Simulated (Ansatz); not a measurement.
**C2H6FNOSi: one species, many methods**

The task here is to estimate one member of a computed series from the others.

Program: Ansatz 0.2.0, Gaussian basis. Level of theory: functionals in def2-TZVPP, the program's frozen cores in correlated methods. These are calculated values, not measurements.

Plan: PBE-D4, r2SCAN-D4, PBE0-D4, B3LYP-D4, ωB97X-V, ωB97M-V, B2PLYP; CCSD(T)/def2-TZVPP; MP2/def2-QZVPP; extrapolation to the limit.

## Structure used throughout

An earlier PBE0-D4 in a triple-zeta def2 set relaxation fixed the geometry.

SMILES `N[Si]1(F)CCO1`, 12 atoms, charge 0, spin multiplicity 1.

Atoms are counted from 1 here; the program's logs count them from 0.

Bond lengths: N1–Si2 1.684 Å, N1–H7 1.005 Å, N1–H8 1.004 Å, Si2–F3 1.595 Å, Si2–C4 1.864 Å, Si2–O6 1.650 Å, C4–C5 1.540 Å, C4–H9 1.089 Å, C4–H10 1.089 Å, C5–O6 1.455 Å, C5–H11 1.092 Å, C5–H12 1.092 Å. Angles: Si2–N1–H7 122.7°, Si2–N1–H8 123.6°, H7–N1–H8 113.5°, N1–Si2–F3 104.2°, N1–Si2–C4 126.3°, N1–Si2–O6 115.1°, F3–Si2–C4 113.3°, F3–Si2–O6 115.1°, C4–Si2–O6 82.4°, Si2–C4–C5 82.6°, Si2–C4–H9 117.2°, Si2–C4–H10 116.6°, C5–C4–H9 114.9°, C5–C4–H10 113.9°, H9–C4–H10 109.5°, C4–C5–O6 101.5°, C4–C5–H11 113.9°, C4–C5–H12 113.4° and more.

The first run:

The input, in.yaml:

```yaml
crystal:
  periodic: [false, false, false]
  atoms:
    - {symbol: N, position_ang: [0.701045, -2.009747, 0.353450]}
    - {symbol: Si, position_ang: [0.447899, -0.357510, 0.554347]}
    - {symbol: F, position_ang: [1.521101, 0.071076, 1.653388]}
    - {symbol: C, position_ang: [0.244176, 0.899764, -0.806152]}
    - {symbol: C, position_ang: [-1.132209, 1.098919, -0.144984]}
    - {symbol: O, position_ang: [-1.108627, 0.076676, 0.889491]}
    - {symbol: H, position_ang: [1.488648, -2.490865, 0.750571]}
    - {symbol: H, position_ang: [0.055550, -2.618320, -0.117269]}
    - {symbol: H, position_ang: [0.895903, 1.771779, -0.780667]}
    - {symbol: H, position_ang: [0.192466, 0.513725, -1.823484]}
    - {symbol: H, position_ang: [-1.975201, 0.908565, -0.812227]}
    - {symbol: H, position_ang: [-1.253850, 2.080736, 0.317635]}
basis:
  gaussian: {orbitals: def2-TZVPP}
hamiltonian: {xc: pbe, dispersion: d4}
output: {forces: true, orbitals: {seedname: orbitals}}
```

On the command line:

```
ansatz run in.yaml --threads 4 --pin off --events-out ev --progress --plain --max-ram 10444MiB
```

Among the steps run: PBE-D4 (GGA); r2SCAN-D4 (meta-GGA); PBE0-D4 (hybrid); B3LYP-D4 (hybrid); ωB97X-V (range-separated); ωB97M-V (range-separated); B2PLYP (double hybrid); CCSD(T) in def2-TZVPP; MP2 in def2-QZVPP.

One table of the session follows, with a row left open; its other results are not shown here.

| method | atomisation energy (kJ/mol) |
| --- | --- |
| PBE-D4 | 4997.3 |
| r2SCAN-D4 | 4900.7 |
| PBE0-D4 | 4895.9 |
| B3LYP-D4 | 4883.7 |
| ωB97X-V | 4916.9 |
| ωB97M-V | 4919.9 |
| B2PLYP | ? |
| HF/def2-TZVPP | 3505.2 |
| MP2/def2-TZVPP | 4879.4 |
| CCSD/def2-TZVPP | 4685.9 |
| CCSD(T)/def2-TZVPP | 4762.0 |
| MP2/CBS | 5023.2 |
| CCSD(T)/CBS | 4905.8 |

Estimate the missing values for B2PLYP.

**Answer.** atomisation energy (kJ/mol): 4845.1. In the column «atomisation energy (kJ/mol)» it lies between CCSD(T)/def2-TZVPP (4762.0) and MP2/def2-TZVPP (4879.4).

To keep in mind: Free atoms (1 N, 1 Si, 1 F, 2 C, 1 O, 6 H) were run apart at each level; the atomisation energy is their sum less the molecule, without zero-point or spin-orbit terms.
